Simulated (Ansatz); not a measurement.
**C₃H₈AlBO: one species, many methods**

One table from this session's results is given with a row withheld; the runs are named, their logs left out.

Computed with Ansatz 0.2.0, Gaussian basis. Level: functionals in def2-TZVPP, the program's frozen cores in correlated methods.

Levels to be run: PBE-D4, r2SCAN-D4, PBE0-D4, B3LYP-D4, ωB97X-V, ωB97M-V, B2PLYP; CCSD(T)/def2-TZVPP; MP2/def2-QZVPP; extrapolation to the limit.

## The geometry

All runs share one geometry, relaxed beforehand with PBE0-D4 in a triple-zeta def2 set.

SMILES `C=C([BH][AlH2])OC`, 14 atoms, charge 0, spin multiplicity 1.

Atoms are counted from 1 here; the program's logs count them from 0.

Bond lengths: C1–C2 1.352 Å, C1–H7 1.086 Å, C1–H8 1.081 Å, C2–B3 1.536 Å, C2–O5 1.352 Å, B3–Al4 2.117 Å, B3–H9 1.202 Å, Al4–H10 1.596 Å, Al4–H11 1.595 Å, O5–C6 1.410 Å, C6–H12 1.089 Å, C6–H13 1.096 Å, C6–H14 1.093 Å. Angles: C2–C1–H7 121.3°, C2–C1–H8 120.6°, H7–C1–H8 118.0°, C1–C2–B3 114.1°, C1–C2–O5 117.4°, B3–C2–O5 126.9°, C2–B3–Al4 119.8°, C2–B3–H9 117.4°, Al4–B3–H9 122.9°, B3–Al4–H10 122.6°, B3–Al4–H11 120.4°, H10–Al4–H11 117.0°, C2–O5–C6 117.1°, O5–C6–H12 106.4°, O5–C6–H13 111.3°, O5–C6–H14 111.6°, H12–C6–H13 109.3°, H12–C6–H14 109.4° and more.

Set-up of the first run:

The input, in.yaml:

```yaml
crystal:
  periodic: [false, false, false]
  atoms:
    - {symbol: C, position_ang: [-1.830498, -0.055337, 0.140887]}
    - {symbol: C, position_ang: [-0.525497, 0.237680, 0.338278]}
    - {symbol: B, position_ang: [0.446414, -0.725644, -0.359458]}
    - {symbol: Al, position_ang: [0.054444, -1.363567, -2.339139]}
    - {symbol: O, position_ang: [-0.228673, 1.125869, 1.313105]}
    - {symbol: C, position_ang: [1.134426, 1.299918, 1.629509]}
    - {symbol: H, position_ang: [-2.594963, 0.276965, 0.837375]}
    - {symbol: H, position_ang: [-2.136722, -0.668523, -0.695325]}
    - {symbol: H, position_ang: [1.410960, -1.082759, 0.261720]}
    - {symbol: H, position_ang: [-1.281668, -2.136722, -2.744452]}
    - {symbol: H, position_ang: [1.076617, -1.020862, -3.514534]}
    - {symbol: H, position_ang: [1.192480, 2.184767, 2.262167]}
    - {symbol: H, position_ang: [1.734643, 1.459961, 0.727070]}
    - {symbol: H, position_ang: [1.535236, 0.439054, 2.171495]}
basis:
  gaussian: {orbitals: def2-TZVPP}
hamiltonian: {xc: pbe, dispersion: d4}
output: {forces: true, orbitals: {seedname: orbitals}}
```

Started as:

```bash
ansatz run in.yaml --threads 4 --pin off --events-out ev --progress --plain --max-ram 10444MiB
```

Among the steps run: PBE-D4 (GGA); r2SCAN-D4 (meta-GGA); PBE0-D4 (hybrid); B3LYP-D4 (hybrid); ωB97X-V (range-separated); ωB97M-V (range-separated); B2PLYP (double hybrid); CCSD(T) in def2-TZVPP; MP2 in def2-QZVPP.

One of the session's tables, all rows but one given; the rest of the session is left out.

It belongs to the step «Atomisation energies». 

| method | atomisation energy (kJ/mol) |
| --- | --- |
| PBE-D4 | 5221.5 |
| r2SCAN-D4 | 5137.8 |
| PBE0-D4 | ? |
| B3LYP-D4 | 5117.3 |
| ωB97X-V | 5115.7 |
| ωB97M-V | 5119.7 |
| B2PLYP | 5054.9 |
| HF/def2-TZVPP | 3764.2 |
| MP2/def2-TZVPP | 5047.0 |
| CCSD/def2-TZVPP | 4895.1 |
| CCSD(T)/def2-TZVPP | 4972.8 |
| MP2/CBS | 5166.8 |
| CCSD(T)/CBS | 5092.6 |

**Question.** Estimate the row for PBE0-D4.

**Answer.** atomisation energy (kJ/mol): 5131.1. In the column «atomisation energy (kJ/mol)» it lies between ωB97M-V (5119.7) and r2SCAN-D4 (5137.8).

To keep in mind: Free atoms (3 C, 1 B, 1 Al, 1 O, 8 H) were run apart at each level; the atomisation energy is their sum less the molecule, without zero-point or spin-orbit terms.
